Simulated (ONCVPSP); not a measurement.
**An ONCV potential for Tm, from input to tests**

Task: generate the file, and judge it by its errors in other configurations, its logarithmic derivatives, its ghosts and its cutoff.

Program: ONCVPSP 4.0.1.1 (patched build). Reference atom: LDA (Perdew-Wang 92), scalar-relativistic, spherical and spin-unpolarised. All values are calculated.

15 further runs of the same task are left out: 3 that didn't finish, 12 set aside as unsound or not needed.

## 1. Starting point

Typed settings, in words:

* element: thulium (Tm, Z = 69)
* type: optimised norm-conserving Vanderbilt (ONCV)
* frozen core: [Kr]
* valence charge: 33
* reference configuration: 4d10 4f13 5s2 5p6 (charge +2)
* partial waves: 5s: rc 1.40 bohr, ncon 4, nbas 7, qcut 4.9 1/bohr, 1 projector; 5p: rc 2.05 bohr, ncon 3, nbas 7, qcut 7 1/bohr, 2 projectors, debl 3.8 Ha; 4d: rc 0.70 bohr, ncon 5, nbas 10, qcut 19.7 1/bohr, 2 projectors, debl 0.5 Ha; 4f: rc 1.05 bohr, ncon 4, nbas 9, qcut 16.9 1/bohr, 2 projectors, debl 2.1 Ha
* local potential: polynomial inside 0.50 bohr (lpopt 3, dvloc0 1 Ha)
* core correction: Teter function, fcfact 3.25, rcfact 1.65

The outer shells as boxes (Hund's rule for the drawing; the calculation is spin-unpolarised):

```
[Kr] core
4d [↑↓][↑↓][↑↓][↑↓][↑↓]
4f [↑↓][↑↓][↑↓][↑↓][↑↓][↑↓][↑ ]
5s [↑↓]
5p [↑↓][↑↓][↑↓]
```

## 2. Generation

Tm.dat

```
# ATOM AND REFERENCE CONFIGURATION
# atsym  z   nc   nv     iexc    psfile
  Tm 69.00    8    4  -001012      upf
#
#   n    l    f
    1    0    2.00
    2    0    2.00
    2    1    6.00
    3    0    2.00
    3    1    6.00
    3    2   10.00
    4    0    2.00
    4    1    6.00
    4    2   10.00
    4    3   13.00
    5    0    2.00
    5    1    6.00
#
# PSEUDOPOTENTIAL AND OPTIMIZATION
# lmax
    3
#
#   l,   rc,      ep,       ncon, nbas, qcut
    0    1.40    0.00    4    7    4.90
    1    2.05    0.00    3    7    7.00
    2    0.70    0.00    5   10   19.70
    3    1.05    0.00    4    9   16.90
#
# LOCAL POTENTIAL
# lloc, lpopt,  rc(5),   dvloc0
    4    3    0.50    1.00
#
# VANDERBILT-KLEINMAN-BYLANDER PROJECTORs
# l, nproj, debl
    0    1    2.80
    1    2    3.80
    2    2    0.50
    3    2    2.10
#
# MODEL CORE CHARGE
# icmod, fcfact, rcfact
    3    3.25    1.65
#
# LOG DERIVATIVE ANALYSIS
# epsh1, epsh2, depsh
   -8.00    5.00    0.04
#
# OUTPUT GRID
# rlmax, drl
    6.00    0.01
#
# TEST CONFIGURATIONS
# ncnf
    4
# nvcnf
#   n    l    f
    5
    4    2   10.00
    4    3   13.00
    5    0    2.00
    5    1    6.00
    6    0    2.00
#
    5
    4    2   10.00
    4    3   13.00
    5    0    2.00
    5    1    6.00
    6    0    1.00
#
    4
    4    2   10.00
    4    3   12.00
    5    0    2.00
    5    1    6.00
#
    5
    4    2   10.00
    4    3   12.00
    5    0    2.00
    5    1    6.00
    6    0    2.00
#
```

Run with:

```bash
$ oncvpsp.x < Tm.dat > Tm.out
```

Before running it: what results should come out? Wanted: cutoffs for 1 and 0.1 mHa per electron, occupied waves; bound ghosts; GHOST(+) flags; largest test error; largest phase difference near zero energy, channels read; rms error of d²Exc/dn², without and with the model core; projector energies reset by the program.

**Answer**, as computed:

| quantity | value |
| --- | --- |
| cutoffs for 1 and 0.1 mHa per electron, occupied waves | 140 Ha and 160 Ha |
| bound ghosts | s at -1044.42 eV, p at -416.01 eV |
| GHOST(+) flags | s at -37 eV |
| largest test error (AE − PS) | +157 meV, for 4d10 4f12 5s2 5p6 (2 tests unsolved) |
| largest phase difference near zero energy, channels read | 3.098 rad |
| rms error of d²Exc/dn², without and with the model core | 5.07 and 1.81 mHa |
| projector energies reset by the program | d: -6.835, 0.250 Ha |

**Reading.** It has a bound ghost (s, p), a state that the atom doesn't have, and that rules the file out. By total energies transferability is poor: the largest error is 157 meV on 26.8 eV, for 4d10 4f12 5s2 5p6. Of the tests 2 gave no usable energy difference, which is a warning in itself. The potential is very hard: the looser tolerance needs 140 Ha. At the looser tolerance the 4d wave is the slowest; 4f needs 120 Ha. Near zero energy the largest phase difference among the channels read is 3.10 rad, in the s channel. A step near π is an extra or missing state, not a misfit of shape. The pseudo curves have a pole with no partner nearby in the atom's: s at -1.47 Ha. The program also flags highly localised states, GHOST(+) (s).
